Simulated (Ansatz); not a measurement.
# NiGe3: the cost of one run

Method: DFT PBE, scalar-relativistic, plane waves, PAW, in Ansatz 0.2.0.

### 1 The structure to begin with

The structure is cubic, space group Pm-3m (No. 221). Conventional cell: a = 3.882 Å, b = 3.882 Å, c = 3.882 Å, α = 90.00°, β = 90.00°, γ = 90.00°. Ni (site symmetry m-3m) has 12 Ge at 2.74 Å in its first shell of neighbours. Ge (site symmetry 4/mmm) has 4 Ni at 2.74 Å and 8 Ge at 2.74 Å in its first shell of neighbours.

As a file:

```
CELL_PARAMETERS angstrom
3.88173 0.00000 0.00000
0.00000 3.88173 0.00000
0.00000 0.00000 3.88173
ATOMIC_POSITIONS crystal
Ni 0.00000 0.00000 0.00000
Ge 0.00000 0.50000 0.50000
Ge 0.50000 0.00000 0.50000
Ge 0.50000 0.50000 0.00000
```

Recipe of the guess: species swapped into a database cell of CuAu3 (Pm-3m, No. 221), with Ni on the Cu sites and Ge on the Au sites. Lengths come from tabulated atomic sizes and are only a guess.

### 2 The guess as it stands, on a coarse mesh

input.yaml reads:

```yaml
crystal:
  lattice:
    - [3.88173292, 0.0, 0.0]
    - [0.0, 3.88173292, 0.0]
    - [0.0, 0.0, 3.88173292]
  atoms:
    - { symbol: Ni, position: [0.0, 0.0, 0.0], spin: 2.0 }
    - { symbol: Ge, position: [0.0, 0.5, 0.5] }
    - { symbol: Ge, position: [0.5, 0.0, 0.5] }
    - { symbol: Ge, position: [0.5, 0.5, 0.0] }
basis:
  ecutwfc: 420
kpoints:
  mp_grid: { grid: [4, 4, 4] }
hamiltonian:
  xc: pbe
scf:
  occupations: { method: gaussian, width: 0.1 }
  lower_state_search: "off"
output:
  forces: true
  stress: true
  eigenvalues: true
  populations: true
magnetization:
  spin_polarized: true
```

Started as:

```sh
ansatz run input.yaml --threads 1 --pin off --max-ram 2560MiB --backend cpu --events-out ev --progress --plain --runs-dir out
```

What time and memory should one allow on 1 thread of Arm Neoverse V1, shared host?

About 5.7 s, with a peak of 0.32 GiB.
